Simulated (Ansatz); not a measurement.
HfC on several prototypes: a ranking of structure types by relaxed energy, run with Ansatz 0.2.0 through its Python package.

`run_prototypes.py`:
```python
import logging
import sys
import warnings

import ansatz as az
import numpy as np
import spglib

logging.basicConfig(stream=sys.stdout, format="%(levelname)s %(message)s")
logger = logging.getLogger("calc")
logger.setLevel(logging.INFO)


def zincblende(first, second, a):
    return (
        az.Lattice.fcc(a)
        .space_group(216)
        .atom(first, [0, 0, 0])
        .atom(second, [0.25, 0.25, 0.25])
        .primitive()
    )


def rocksalt(first, second, a):
    return (
        az.Lattice.fcc(a)
        .space_group(225)
        .atom(first, [0, 0, 0])
        .atom(second, [0.5, 0.5, 0.5])
        .primitive()
    )


def cscl(a_site, b_site, a):
    return (
        az.Lattice.cubic(a)
        .space_group(221)
        .atom(a_site, [0, 0, 0])
        .atom(b_site, [0.5, 0.5, 0.5])
    )


def run_phase(name, crystal):
    calc = crystal.calculation()
    calc = calc.functional("PBEsol")
    calc = calc.eigensolver("davidson", mixed_precision=False)
    calc = calc.basis(520)
    calc = calc.kpoints(spacing=0.39)
    calc = calc.occupations("fermi_dirac", width=0.05)
    calc = calc.stress()
    calc = calc.band_table()
    calc = calc.relax(force_tolerance=0.01, max_steps=60, cell=True)
    return calc.run(threads=1, backend="cpu")

def relaxed_twice(name, crystal):
    # the second pass draws mesh and plane waves anew for the relaxed cell
    first = run_phase(name, crystal)
    again = az.Crystal(lattice=az.Lattice.of(first.lattice.cell_ang))
    for site in first.report["lattice"]["sites"]:
        again = again.atom(site["symbol"], site["position_frac"])
    return run_phase(name, again)


def pressure_gpa(outcome):
    return float(np.trace(outcome.report["stress_gpa"]) / 3)


def space_group(outcome):
    sites = outcome.report["lattice"]["sites"]
    kinds = sorted({site["symbol"] for site in sites})
    cell = (outcome.lattice.cell_ang, [site["position_frac"] for site in sites], [kinds.index(site["symbol"]) for site in sites])
    return spglib.get_spacegroup(cell, symprec=0.01)


def volume_per_atom(outcome):
    return abs(np.linalg.det(outcome.lattice.cell_ang)) / len(outcome.lattice.sites)


def main() -> None:
    warnings.simplefilter("ignore", az.DeckWarning)

    phases = {}
    phases["zincblende"] = zincblende("Hf", "C", 4.97)
    phases["rocksalt"] = rocksalt("Hf", "C", 4.65)
    phases["CsCl"] = cscl("Hf", "C", 2.86)

    done = {}
    for name, crystal in phases.items():
        try:
            done[name] = relaxed_twice(name, crystal)
        except az.NonConvergedError as error:
            print(name, "did not converge:", str(error)[:120])

    energy = {name: o.report["energy_sigma0_ev"] / len(o.lattice.sites) for name, o in done.items()}
    lowest = min(energy.values())
    rows = [(name, len(o.lattice.sites), 1000 * (energy[name] - lowest), pressure_gpa(o), space_group(o), volume_per_atom(o)) for name, o in done.items()]
    rows.sort(key=lambda row: row[2])
    logger.info("| phase | atoms | dE (meV/atom) | P (GPa) | space group | V (A^3/atom) |")
    logger.info("| --- | --- | --- | --- | --- | --- |")
    for row in rows:
        logger.info(f"| {row[0]} | {row[1]:d} | {row[2]:.1f} | {row[3]:.2f} | {row[4]} | {row[5]:.3f} |")
    print("lowest in energy:", rows[0][0])


if __name__ == "__main__":
    main()
```

Which of these structures comes out lowest, and how far apart are they?

By space group at the end of each run: Fm-3m (+0 meV an atom, 12.2 Å³), F-43m (+725 meV an atom, 15.6 Å³) and Pm-3m (+1350 meV an atom, 11.8 Å³).

The output:

Output of `python run_prototypes.py`:
```text
INFO | phase | atoms | dE (meV/atom) | P (GPa) | space group | V (A^3/atom) |
INFO | --- | --- | --- | --- | --- | --- |
INFO | rocksalt | 2 | 0.0 | -0.00 | Fm-3m (225) | 12.224 |
INFO | zincblende | 2 | 725.2 | -0.01 | F-43m (216) | 15.564 |
INFO | CsCl | 2 | 1349.7 | -0.02 | Pm-3m (221) | 11.795 |
lowest in energy: rocksalt
```

These settings explore the input space; cutoff and mesh may be short of convergence. For the metals among these phases the mesh is modest: differences between phases can be off by up to 40 meV an atom. Pressure is positive in compression. Spin-orbit coupling, which matters for elements this heavy, is left out. The cells are built on prototypes, so most aren't the phase found in nature. Rows bear the name of their start, and a relaxation keeps or raises the symmetry. Differences under about 40 meV an atom lie within the error of mesh and functional. Run time: 30 s on 1 thread of Arm Neoverse V1 (shared host), peak memory 0.39 GiB.

(Lines on the test bed's own set-up are left out of the output.)
